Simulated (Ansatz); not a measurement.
Geometry optimisation, Ansatz 0.2.0, DFT PBE, scalar-relativistic, plane waves, PAW.

The input (input.yaml):

```yaml
crystal:
  lattice:
    - [-2.83473, -4.909896, 0.0]
    - [4.252095, -2.454948, 0.0]
    - [0.0, 0.0, 5.5724]
  atoms:
    - { symbol: W, position: [0.75, 0.5, 0.0] }
    - { symbol: C, position: [0.5, 0.6666667, 0.25] }
    - { symbol: W, position: [0.75, 0.5, 0.5] }
    - { symbol: C, position: [0.5, 0.6666667, 0.75] }
    - { symbol: W, position: [0.5, 0.0, 0.0] }
    - { symbol: C, position: [0.25, 0.1666667, 0.25] }
    - { symbol: W, position: [0.5, 0.0, 0.5] }
    - { symbol: C, position: [0.25, 0.1666667, 0.75] }
    - { symbol: W, position: [0.25, 0.5, 0.0] }
    - { symbol: C, position: [0.0, 0.6666667, 0.25] }
    - { symbol: W, position: [0.25, 0.5, 0.5] }
    - { symbol: C, position: [0.0, 0.6666667, 0.75] }
    - { symbol: W, position: [0.0, 0.0, 0.0] }
    - { symbol: C, position: [0.75, 0.1666667, 0.25] }
    - { symbol: W, position: [0.0, 0.0, 0.5] }
    - { symbol: C, position: [0.75, 0.1666667, 0.75] }
    - { symbol: "N", position: [0.7487498, 0.8181831, 0.1266289] }
basis:
  ecutwfc: 420.0
kpoints:
  mp_grid: { grid: [3, 4, 3] }
hamiltonian:
  xc: pbe
scf:
  occupations: { method: gaussian, width: 0.1 }
  lower_state_search: "off"
relax:
  f_tol: 0.03
  max_steps: 60
  adjacent_minimum: "off"
```

Launched with:

```bash
$ ansatz run input.yaml --threads 4 --pin off --max-ram 10240MiB --backend cpu --events-out ev --progress --plain --runs-dir out
```

**Question.** Where does it end, and by what steps?

**Answer.** The forces met the threshold. Limits of this set-up: coarse k mesh, odd electron count without spin. After 6 steps the energy has fallen by 3.469 eV; N17 moved furthest, 0.66 Å. The start is strongly strained (largest force component 9 eV/Å), so its close contacts needn't be bonds. Parted: W3–N17 (2.60 → 3.20 Å), W7–N17 (2.67 → 3.24 Å), W15–N17 (2.67 → 3.24 Å).

| step | energy less start (eV) | largest force component (eV/Å) | accepted |
| --- | --- | --- | --- |
| 0 | 0.0000 | 9.299 | yes |
| 1 | -2.2300 | 3.003 | yes |
| 2 | -2.6339 | 3.026 | yes |
| 3 | -3.1870 | 1.807 | yes |
| 4 | -3.4452 | 0.504 | yes |
| 5 | -3.4693 | 0.040 | yes |
| 6 | -3.4694 | 0.003 | yes |

```xyz
17
Lattice="-2.8347 -4.9099 0.0000 4.2521 -2.4549 0.0000 0.0000 0.0000 5.5724" Properties=species:S:1:pos:R:3
W -0.166 -4.813 0.042
C 1.421 -4.042 1.473
W 0.015 -4.918 2.828
C 1.421 -4.042 4.182
W -1.291 -2.389 0.042
C 0.035 -1.656 1.471
W -1.424 -2.449 2.828
C 0.035 -1.656 4.185
W 1.449 -2.473 0.042
C 2.794 -1.664 1.473
W 1.405 -2.447 2.828
C 2.794 -1.664 4.182
W 0.006 -0.142 0.042
C -1.419 -4.090 1.505
W -0.008 0.004 2.828
C -1.419 -4.090 4.150
N 1.378 -5.705 0.042
```

Time of the run: 20 s on 4 threads of Intel(R) Xeon(R) 6975P-C (Granite Rapids), with other jobs on the host, peak memory 0.75 GiB.
